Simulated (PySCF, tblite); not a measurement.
**C7H14FNSi: geometry, infrared bands and NMR shifts**

Aim: predict the infrared bands and NMR shifts of C7H14FNSi (`CC(C)[SiH2]CC[C@H](F)C#N`).

Computed with tblite 0.8.0 and PySCF 2.14.0, with density-fitted response routines of our own, on a single molecule in the gas phase. Atoms are numbered from 0 throughout.

### 1 The starting structure

24 atoms, charge 0, multiplicity 1; geometry from: force field or distance geometry start.

Bonds of the start (Å): C0–C1 1.53, C1–C2 1.52, C1–Si3 1.86, Si3–C4 1.88, C4–C5 1.52, C5–C6 1.51, C6–F7 1.39, C6–C8 1.48, C8–N9 1.15, C0–H10 1.11, C0–H11 1.09, C0–H12 1.12, C1–H13 1.11, C2–H14 1.13, C2–H15 1.10, C2–H16 1.09, Si3–H17 1.46, Si3–H18 1.46, C4–H19 1.11, C4–H20 1.09, C5–H21 1.11, C5–H22 1.14, C6–H23 1.09.

### 2 Relaxing the molecule with GFN2-xTB

What the job is given:

```
{"job": {"kind": "relax", "xc": "GFN2-xTB", "basis": "xTB"}, "charge": 0, "multiplicity": 1}
C     -2.439500    -1.257800    -0.501700
C     -2.079700    -0.073100     0.392400
C     -3.163000     0.958400     0.140700
Si    -0.488300     0.717700    -0.143000
C      1.026700    -0.344100     0.205500
C      2.192800     0.589700    -0.058600
C      3.534100    -0.074800     0.157500
F      4.501300     0.884100    -0.099100
C      3.743900    -1.112800    -0.882000
N      3.876300    -1.918100    -1.689600
H     -2.907600    -0.903000    -1.440800
H     -1.558100    -1.867100    -0.692500
H     -3.194900    -1.862700     0.064100
H     -2.092500    -0.375400     1.458000
H     -2.660000     1.967200     0.050100
H     -3.670700     0.764700    -0.817200
H     -3.844800     1.013100     0.994600
H     -0.305500     1.961000     0.593100
H     -0.469900     0.982600    -1.576800
H      1.061600    -0.694300     1.255900
H      1.067600    -1.237600    -0.424800
H      2.131800     0.891500    -1.123300
H      2.038900     1.472700     0.645400
H      3.687800    -0.462200     1.166400
```

Run with:

```sh
OMP_NUM_THREADS=1 python probes_run.py task.json out
```

This one command runs all jobs of the session in turn.

**Question.** This job is followed by: GFN2-xTB harmonic vibrations, gas phase; GIAO PBE0/pcSseg-1 NMR shielding, non-relativistic, gas phase. What will the session give for the following? strongest single infrared mode (GFN2-xTB); zero-point energy (GFN2-xTB); 13C shifts against TMS (PBE0/pcSseg-1); 1H shifts against TMS (PBE0/pcSseg-1, means over atoms taken as alike); 29Si shifts against TMS (PBE0/pcSseg-1); 19F shifts against CFCl3 (PBE0/pcSseg-1); 15N shifts against NH3 (PBE0/pcSseg-1); surface potential, 1st and 99th percentile.

As calculated:

| quantity | value |
| --- | --- |
| strongest single infrared mode (GFN2-xTB) | 2214 cm⁻¹, 362 km/mol |
| zero-point energy (GFN2-xTB) | 121.0 kcal/mol |
| 13C shifts against TMS (PBE0/pcSseg-1) | 121.9, 85.3, 34.7, 21.3, 21.2, 17.0, 7.1 ppm |
| 1H shifts against TMS (PBE0/pcSseg-1, means over atoms taken as alike) | 5.05, 4.07, 3.89, 2.07, 1.93, 1.16, 1.15, 1.02, 1.01, 0.22 ppm |
| 29Si shifts against TMS (PBE0/pcSseg-1) | -24.7 ppm |
| 19F shifts against CFCl3 (PBE0/pcSseg-1) | -209.2 ppm |
| 15N shifts against NH3 (PBE0/pcSseg-1) | 314.7 ppm |
| surface potential, 1st and 99th percentile | -1.55 V and 1.42 V |

In words: Over 132 steps the energy fell by 0.682 eV; of the close pairs, C1–Si3 changed most, 1.856 to 1.908 Å. No mode is imaginary among the 66: a minimum at this level. The strongest single mode, at 2214 cm⁻¹, moves mainly H17. GFN2-xTB is a fitted tight-binding method: band positions and strengths are rough. Its intensities can rank the bands wrongly. The most deshielded carbon is C8 (nitrile carbon), at 121.9 ppm: C≡N carbons fall here, among the sp2 signals but without a proton. H23 (hydrogen on an sp3 CH bonded to F, α to a nitrile) lies farthest downfield among hydrogen, at 5.05 ppm; its carbon carries F, hence the downfield position. At PBE0/pcSseg-1: The widest tensor belongs to N9: span 489 ppm, with a paramagnetic part of -385 ppm.
